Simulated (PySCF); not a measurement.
**FCI/STO-6G run of GaH3F− ([GaFH3]-)**

What is the vertical singlet–triplet gap of GaH3F− ([GaFH3]-) at FCI/STO-6G? Input form: a Python script.

Program for the calculation: PySCF 2.14.0.

7 further runs of the same task are left out: 3 that didn't finish, 4 set aside as unsound or not needed.

## 1. Starting point

GaH3F− has 5 atoms, charge -1, and is taken as a singlet. As SMILES, `[H][Ga-]([H])([H])[F]`. The shape comes from GFN2-xTB, which is rough for such elements, and wasn't checked as a minimum.

Bond lengths: Ga1–F2 1.780 Å, Ga1–H3 1.555 Å, Ga1–H4 1.553 Å, Ga1–H5 1.555 Å. Angles: F2–Ga1–H3 106.3°, F2–Ga1–H4 106.5°, F2–Ga1–H5 106.5°, H3–Ga1–H4 112.2°, H3–Ga1–H5 112.4°, H4–Ga1–H5 112.4°.

## 2. A single-point energy at FCI/STO-6G

File job.py:

```python
from pyscf import gto, scf, mcscf

mol = gto.Mole()
mol.atom = [
    ('Ga', (-0.001630, 0.000950, -0.092090)),
    ('F', (0.012090, -0.018880, 1.687450)),
    ('H', (1.487040, 0.011700, -0.540050)),
    ('H', (-0.751680, 1.294240, -0.514180)),
    ('H', (-0.745820, -1.288010, -0.541120)),
]
mol.basis = 'sto-6g'
mol.max_memory = 1860
mol.verbose = 3
mol.spin = 0
mol.charge = -1
mol.build()

hf = scf.RHF(mol)
hf.conv_tol = 1e-10
hf.kernel()
if not hf.converged:
    hf = hf.newton().run(hf.mo_coeff, hf.mo_occ)

cas = mcscf.CASCI(hf, hf.mo_coeff.shape[-1] - 10, (mol.nelec[0] - 10, mol.nelec[1] - 10))  # full CI above the frozen core
cas.fix_spin_(ss=0.0)
cas.kernel()
e_tot = cas.e_tot
print('E(%s) = %.9f' % ('FCI', e_tot))
```

Launch:

```bash
$ OMP_NUM_THREADS=1 python job.py
```

Standard output:

```text
converged SCF energy = -2013.25758227268
CASCI E = -2013.35558447900  E(CI) = -145.407834108644  S^2 = 0.0000000
E(FCI) = -2013.355584479
```

It took 3.6 min on 1 thread of Arm Neoverse V2, shared host; peak memory 0.84 GiB.

## 3. The triplet, same level

File input.py:

```python
from pyscf import gto, scf, mcscf

system = gto.M(
    atom='''
Ga    -0.003080     0.001795    -0.174025
F      0.022847    -0.035678     3.188818
H      2.810098     0.022110    -1.020547
H     -1.420469     2.445759    -0.971659
H     -1.409396    -2.433986    -1.022569
''',
    basis='sto-6g',
    unit='bohr',
    max_memory=1860,
    verbose=3,
    spin=2,
    charge=-1,
)

calc0 = scf.ROHF(system)
calc0.conv_tol = 1e-10
calc0.kernel()
if not calc0.converged:
    calc0 = calc0.newton().run(calc0.mo_coeff, calc0.mo_occ)

cas = mcscf.CASCI(calc0, calc0.mo_coeff.shape[-1] - 10, (system.nelec[0] - 10, system.nelec[1] - 10))  # full CI above the frozen core
cas.fix_spin_(ss=2.0)
cas.kernel()
e_tot = cas.e_tot
print(f'total energy: {e_tot:.8f} hartree')
```

Launch:

```bash
$ OMP_NUM_THREADS=1 python input.py
```

Standard output:

```text
SCF not converged.
SCF energy = -2013.14056535857
converged SCF energy = -2013.14887260385
CASCI E = -2013.22257521534  E(CI) = -145.024798770283  S^2 = 2.0000000
total energy: -2013.22257522 hartree
```

Wall time 2.5 min (1 thread of Arm Neoverse V2, shared host); peak memory 0.66 GiB.

## 4. Results

At FCI/STO-6G, 10 core orbitals frozen:

| quantity | value |
| --- | --- |
| singlet: total energy | -2013.35558 Eh |
| singlet: HOMO energy (Hartree–Fock orbitals) | 1.21 eV |
| singlet: LUMO energy (Hartree–Fock orbitals) | 19.91 eV |
| singlet: HOMO–LUMO gap (to an unbound level, set by the basis) | 18.70 eV |
| singlet: correlation energy (10 core orbitals frozen) | -98.0 mEh |
| triplet: total energy | -2013.22258 Eh |
| triplet: correlation energy (10 core orbitals frozen) | -73.7 mEh |
| vertical energy of the triplet above the singlet | 3.619 eV |

In words: At this shape the triplet lies 3.62 eV (83 kcal/mol) above the singlet. For an anion a state so high probably lies above electron detachment. In a minimal basis such a difference can be off by several eV, whatever the method. Mulliken charges (singlet) of the mean-field density run from -0.42 on F2 to +0.13 on Ga1; they depend strongly on the basis. The HOMO (singlet) lies at positive energy, 1.21 eV: the electron is unbound at this level or held by a compact basis; values depend on the basis. The HOMO (triplet) lies at positive energy, 14.00 eV: the electron is unbound at this level or held by a compact basis; values depend on the basis.
